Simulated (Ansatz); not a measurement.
**NaMg6Ti under changes of volume**

One of the cells (22.907 Å³/atom); the others are scaled copies at fixed shape and fractional positions:

```
Ti Mg Na
1.0
     5.15680    0.00000    0.00000
     0.00000    3.19928    5.55391
     0.00000   -3.19928    5.55391
Ti Mg Na
1 6 1
Direct
  0.00000 0.84093 0.84093
  0.50000 0.16711 0.16711
  0.50000 0.15260 0.67332
  0.50000 0.67332 0.15260
  0.00000 0.33517 0.33517
  0.00000 0.33214 0.83248
  0.00000 0.83248 0.33214
  0.50000 0.66625 0.66625
```

The cell comes from a database or a generator and needn't be the stable form of this composition.

- Program: Ansatz 0.2.0
- Functional: LDA
- Potentials or basis: Ansatz PAW
- Cutoff: 420 eV (not typed: the program's choice for these potentials)
- k mesh: 5 × 5 × 5
- Occupations: methfessel-paxton, width 0.1 eV
- Spin: no spin polarisation

| volume (Å³/atom) | energy over the lowest point (meV/atom) | pressure (GPa) | largest force (eV/Å) |
| --- | --- | --- | --- |
| 21.533 | 0.00 | -0.5 | 0.127 |
| 21.991 | 2.66 | -1.3 | 0.145 |
| 22.449 | 7.51 | -2.1 | 0.162 |
| 22.907 | 14.33 | -2.7 | 0.178 |
| 23.365 | ? | ? | ? |
| 23.823 | 33.11 | -3.8 | 0.205 |
| 24.282 | 44.72 | -4.3 | 0.218 |

Question: What does the run at 23.365 Å³/atom give?

Answer: Energy over the lowest point 22.93 meV/atom; pressure -3.3 GPa; largest force 0.192 eV/Å.

Worked out: A Birch-Murnaghan fit of order 3 (a polynomial in V^(-2/3)) to the other rows has its minimum at 21.27 Å³/atom, just outside them, with B0 = V·E''(V) = 43 GPa and B' = 4.1 at fixed shape and positions, which overstates the stiffness. It gives 22.93 meV/atom at 23.365 Å³/atom, against the run's 22.93, and -dE/dV = -3.3 GPa, against -3.3.

Energies are extrapolated to zero smearing.

Caveats: the PAW data sets come from PBE, with cores solved anew for the run's functional, which leaves a small shift of forces and pressure.
